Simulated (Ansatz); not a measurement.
Task: a small convex hull of the Li-Sn system, with the Python package of Ansatz (0.2.0). Give the script and its output. Level of theory (first run): r2SCAN, PAW, cutoff 571 eV, Gaussian smearing of 0.1 eV, D3BJATM dispersion.

Script `li5sn2.py`:
```python
'''Convex hull of a few Li-Sn phases, after relaxing atoms and volume at fixed cell shape.'''

from collections import Counter
import warnings

import ansatz as az
from ase import Atoms
import numpy as np


def solve(name, crystal):
    calc = (
        crystal.calculation()
        .functional('r2SCAN', dispersion='d3bjatm')
        .basis(21 * az.Ha)
        .kpoints(spacing=0.33)
        .occupations('gaussian', width=0.1)  # the run then minimises F = E - TS
    )
    calc = calc.relax(force_tolerance=0.03, fix_cell=['shape'])
    return calc.run(threads=1)


def counts(outcome):
    return Counter(site.symbol for site in outcome.lattice.sites)

def formation_energy(outcome, mu):
    n = counts(outcome)
    return (outcome.report['energy_sigma0_ev'] - sum(k * mu[element] for element, k in n.items())) / sum(n.values())

warnings.simplefilter('ignore', az.DeckWarning)

phases = {}
li5sn2_r_3m = (
    az.Lattice.from_parameters(4.74, 4.74, 19.83, alpha=90, beta=90, gamma=120)
    .space_group(166)
    .atom('Li', [2 / 3, 1 / 3, 5 / 6])
    .atom('Li', [1 / 3, 2 / 3, 0.87666667])
    .atom('Li', [2 / 3, 1 / 3, 0.68533333])
    .atom('Sn', [1 / 3, 2 / 3, 0.73936667])
    .primitive()
)
phases['Li5Sn2 R-3m'] = li5sn2_r_3m
li3sn_fm_3m = (
    az.Lattice.of([0.0, 3.27187208, 3.27187208], [3.27187208, 0.0, 3.27187208], [3.27187208, 3.27187208, 0.0])
    .atom('Li', [0.25, 0.25, 0.25])
    .atom('Li', [0.75, 0.75, 0.75])
    .atom('Li', [0.5, 0.5, 0.5])
    .atom('Sn', [0.0, 0.0, 0.0])
)
phases['Li3Sn Fm-3m'] = li3sn_fm_3m
atoms = Atoms(
    ['Li'],
    scaled_positions=[
        [0.0, 0.0, 0.0],
    ],
    cell=[
        [-1.75465, 1.75465, 1.75465],
        [1.75465, -1.75465, 1.75465],
        [1.75465, 1.75465, -1.75465],
    ],
    pbc=True,
)
li = az.Crystal.from_ase(atoms)
phases['Li'] = li
sn = (
    az.Lattice.of([0.0, 3.2333428, 3.2333428], [3.2333428, 0.0, 3.2333428], [3.2333428, 3.2333428, 0.0])
    .atom('Sn', [0.0, 0.0, 0.0])
    .atom('Sn', [0.25, 0.25, 0.25])
)
phases['Sn'] = sn

done = {}
for name, crystal in phases.items():
    done[name] = solve(name, crystal)
    print(f'{name}: {done[name].report["energy_sigma0_ev"]:.4f} eV, {len(done[name].lattice.sites)} atoms')

# energy of one atom in its reference phase
references = {'Li': 'Li', 'Sn': 'Sn'}
mu = {element: done[name].report['energy_sigma0_ev'] / len(done[name].lattice.sites) for element, name in references.items()}
points = sorted((counts(o)['Sn'] / len(o.lattice.sites), formation_energy(o, mu), name) for name, o in done.items())

# walk in x and drop points that lie above the chord
hull = []
for x, e, _ in points:
    while len(hull) > 1 and (hull[-1][0] - hull[-2][0]) * (e - hull[-2][1]) - (hull[-1][1] - hull[-2][1]) * (x - hull[-2][0]) <= 0:
        hull.pop()
    hull.append((x, e))
rows = [(name, x, e, e - np.interp(x, *zip(*hull))) for x, e, name in points]
print('     phase       x(Sn)  E_form (eV/atom)  above hull (eV/atom)')
for row in rows:
    print(f'{str(row[0]):>10}  {row[1]:10.3f}  {row[2]:16.4f}  {row[3]:20.4f}')
print('on the hull of these phases:', ', '.join(row[0] for row in rows if row[3] < 1e-6))
```

Running `python li5sn2.py` prints:
```text
Li5Sn2 R-3m: -13106.7988 eV, 7 atoms
Li3Sn Fm-3m: -6656.1691 eV, 4 atoms
Li: -205.1923 eV, 1 atoms
Sn: -12077.5116 eV, 2 atoms
     phase       x(Sn)  E_form (eV/atom)  above hull (eV/atom)
        Li       0.000            0.0000                0.0000
Li3Sn Fm-3m       0.250           -0.4591                0.0000
Li5Sn2 R-3m       0.286           -0.4751                0.0000
        Sn       1.000            0.0000                0.0000
on the hull of these phases: Li, Li3Sn Fm-3m, Li5Sn2 R-3m, Sn
```

What to keep in mind:
- Absolute energies stand on the zero of these potentials, so only differences at equal settings mean something.
- Dispersion corrections can be off by several per cent in the lattices of metals, and by several GPa in the pressure at a fixed cell.
- Atoms and volume are relaxed with the cell's shape held, which in cells of lower than cubic symmetry can hide stresses and shift volumes.
- The cells come from databases of deposited and of computed structures, and not all need be stable phases.
- Differences under about 40 meV an atom lie within the error of mesh and functional, so such verdicts may flip; only the cells listed enter the hull.
- The whole script took 100 s on 1 thread of Arm Neoverse V1 (shared host), peak memory 0.93 GiB.

(Lines on the test bed's own set-up are left out of the output.)
